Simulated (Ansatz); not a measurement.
# C2H6ClGa: taking an electron away

The task here is to estimate one member of a computed series from the others.

Method: unrestricted cation, the program's frozen cores in correlated methods; program: Ansatz 0.2.0, Gaussian basis.

Plan: UKS PBE-D4/def2-TZVPP; UKS r2SCAN-D4/def2-TZVPP; UKS PBE0-D4/def2-TZVPP; UKS B3LYP-D4/def2-TZVPP; UKS wB97X-V/def2-TZVPP; UKS wB97M-V/def2-TZVPP; UKS B2PLYP/def2-TZVPP; UHF-CCSD(T)/def2-TZVPP; UHF-MP2/def2-QZVPP; extrapolation to the limit; then −ε(HOMO) from the neutral's earlier runs with LDA (SPW92), PBE-D4, revPBE-D4, BLYP-D4, r2SCAN-D4, B97M-V, PBE0-D4, B3LYP-D4, r2SCANh-D4, r2SCAN0-D4, HSE06-D4, BHLYP-D4, CAM-B3LYP-D4, LC-ωPBE, ωB97X-V, ωB97M-V.

## The geometry

The geometry comes from an earlier relaxation with PBE0-D4 in a triple-zeta def2 set; it is a stationary point, not always the lowest conformer.

10 atoms, charge 0, spin multiplicity 1.

Atoms are counted from 1 here; the program's logs count them from 0.

Bond lengths: C1–Ga2 1.956 Å, C1–H5 1.089 Å, C1–H6 1.093 Å, C1–H7 1.093 Å, Ga2–C3 1.956 Å, Ga2–Cl4 2.171 Å, C3–H8 1.089 Å, C3–H9 1.093 Å, C3–H10 1.093 Å. Angles: Ga2–C1–H5 110.8°, Ga2–C1–H6 110.4°, Ga2–C1–H7 110.1°, H5–C1–H6 109.1°, H5–C1–H7 108.9°, H6–C1–H7 107.4°, C1–Ga2–C3 130.6°, C1–Ga2–Cl4 114.7°, C3–Ga2–Cl4 114.7°, Ga2–C3–H8 110.8°, Ga2–C3–H9 110.2°, Ga2–C3–H10 110.4°, H8–C3–H9 109.0°, H8–C3–H10 109.1°, H9–C3–H10 107.4°.

The first run:

Contents of in.yaml:

```yaml
crystal:
  periodic: [false, false, false]
  atoms:
    - {symbol: C, position_ang: [-0.537034, 1.464885, -0.882027]}
    - {symbol: Ga, position_ang: [-0.407259, -0.328756, -0.111441]}
    - {symbol: C, position_ang: [0.982549, -1.137456, 1.003119]}
    - {symbol: Cl, position_ang: [-2.076636, -1.638137, -0.573412]}
    - {symbol: H, position_ang: [-1.476501, 1.587636, -1.419666]}
    - {symbol: H, position_ang: [-0.472395, 2.222329, -0.097183]}
    - {symbol: H, position_ang: [0.292066, 1.638425, -1.572624]}
    - {symbol: H, position_ang: [0.714252, -2.157294, 1.276355]}
    - {symbol: H, position_ang: [1.934621, -1.152231, 0.466745]}
    - {symbol: H, position_ang: [1.129436, -0.550702, 1.913131]}
basis:
  gaussian: {orbitals: def2-TZVPP}
total_charge: 1
magnetization: {spin_polarized: true, initial_magnetization: 1}
hamiltonian: {xc: pbe, dispersion: d4}
```

On the command line:

```bash
> ansatz run in.yaml --threads 2 --pin off --events-out ev --progress --plain --max-ram 32768MiB --backend cpu
```

Among the steps run: Cation, UKS PBE-D4/def2-TZVPP; Cation, UKS r2SCAN-D4/def2-TZVPP; Cation, UKS PBE0-D4/def2-TZVPP; Cation, UKS B3LYP-D4/def2-TZVPP; Cation, UKS wB97X-V/def2-TZVPP; Cation, UKS wB97M-V/def2-TZVPP; Cation, UKS B2PLYP (frozen core)/def2-TZVPP; Cation, UHF-CCSD(T)/def2-TZVPP; Cation, UHF-MP2/def2-QZVPP.

One of the session's tables, all rows but one given; the rest of the session is left out.

For comparison, −ε(HOMO) of the neutral from earlier runs:

```
  functional  −ε(HOMO) (eV)
 LDA (SPW92)           6.71
      PBE-D4           6.56
   revPBE-D4              ?
     BLYP-D4           6.40
   r2SCAN-D4           6.85
      B97M-V           6.92
     PBE0-D4           7.83
    B3LYP-D4           7.58
  r2SCANh-D4           7.32
  r2SCAN0-D4           8.02
    HSE06-D4           7.43
    BHLYP-D4           8.96
CAM-B3LYP-D4           9.16
     LC-ωPBE          10.54
     ωB97X-V          10.17
     ωB97M-V          10.02
```

Estimate the missing values for revPBE-D4.

The run gave: −ε(HOMO) (eV): 6.50. In the column «−ε(HOMO) (eV)» it lies between BLYP-D4 (6.40) and PBE-D4 (6.56).

To keep in mind: The cation may have settled in a state other than its lowest; no search over hole states beyond the program's own was made.
